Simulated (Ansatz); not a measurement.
**The As atom: HSE06 and PBE0 against PBE**

Aim: see what exact exchange does to the levels and moments, and what it costs. PBE is run first for comparison.

Method: DFT, plane waves (420 eV) with PBE-made PAW files, scalar-relativistic; functionals as named at each step, in Ansatz 0.2.0.

## Step 1: The system in its box

The box measures 14.0 × 14.4 × 14.8 Å; its three sides differ, so that it imposes no cubic symmetry.

Coordinates:

```
As
1.0
    14.00000    0.00000    0.00000
     0.00000   14.40000    0.00000
     0.00000    0.00000   14.80000
As
1
Direct
  0.50000 0.50000 0.50000
```

## Step 2: PBE single point

The run with PBE.

Input file input.yaml:

```yaml
crystal:
  lattice:
    - [14.0, 0.0, 0.0]
    - [0.0, 14.4, 0.0]
    - [0.0, 0.0, 14.8]
  atoms:
    - { symbol: As, position: [0.5, 0.5, 0.5], spin: 3.0 }
  symmetry: { detect: false, time_reversal: true }
hamiltonian:
  xc: pbe
  pseudopotentials:
    kind: paw
    azcp:
      As: "pseudopotentials/As.paw.azcp"
basis:
  ecutwfc: 420
  fft_grid_basis: typed
kpoints:
  mp_grid: { grid: [1, 1, 1], shift: [0, 0, 0] }
magnetization:
  spin_polarized: true
scf:
  occupations: { method: fermi_dirac, width: 0.01 }
```

The run is started by

```
$ ansatz run input.yaml --threads 4 --pin off --max-ram 10240MiB --backend cpu --events-out ev --progress --plain --runs-dir out
```

## Step 3: HSE06 single point

The run with HSE06.

input.yaml: that of step 2 with these lines changed.

```diff
@@ -9,3 +9,3 @@
 hamiltonian:
-  xc: pbe
+  xc: hse06
   pseudopotentials:
```

## Step 4: PBE0 single point

The run with PBE0.

input.yaml: that of step 3 with these lines changed.

```diff
@@ -9,3 +9,3 @@
 hamiltonian:
-  xc: hse06
+  xc: pbe0
   pseudopotentials:
```

(Steps that only read results are left out.)

Before running it: what results should come out? Wanted: PBE: gap; PBE: magnetic state; HSE06: gap; HSE06: magnetic state; PBE0: gap; PBE0: magnetic state; HSE06: above the element's usual form.

The runs gave:

| quantity | value |
| --- | --- |
| PBE: gap | 2.31 eV |
| PBE: magnetic state | total moment 3.00 μB |
| HSE06: gap | 3.77 eV |
| HSE06: magnetic state | total moment 3.00 μB |
| HSE06: SCF cycles, exchange loops | 20, 2 |
| HSE06: CPU time over that of PBE | 1.4 |
| PBE0: gap | 4.52 eV |
| PBE0: magnetic state | total moment 3.00 μB |
| PBE0: SCF cycles, exchange loops | 20, 2 |
| PBE0: CPU time over that of PBE | 1.4 |
| HSE06: above the element's usual form (grey arsenic (A7)) | 2.72 eV/atom |

**Reading.** Exact exchange widens the gap from 2.31 eV (PBE) to 3.77 eV (HSE06). HSE06 cost 1.4 times the CPU time of PBE. PBE0 gives a gap of 4.52 eV. The exchange operator of HSE06 was renewed in 2 outer loops. The atom lies 2.72 eV above the element's usual form under HSE06 (from a run of its own). Absolute energies differ from functional to functional, by eV per atom at times, and say nothing by themselves.
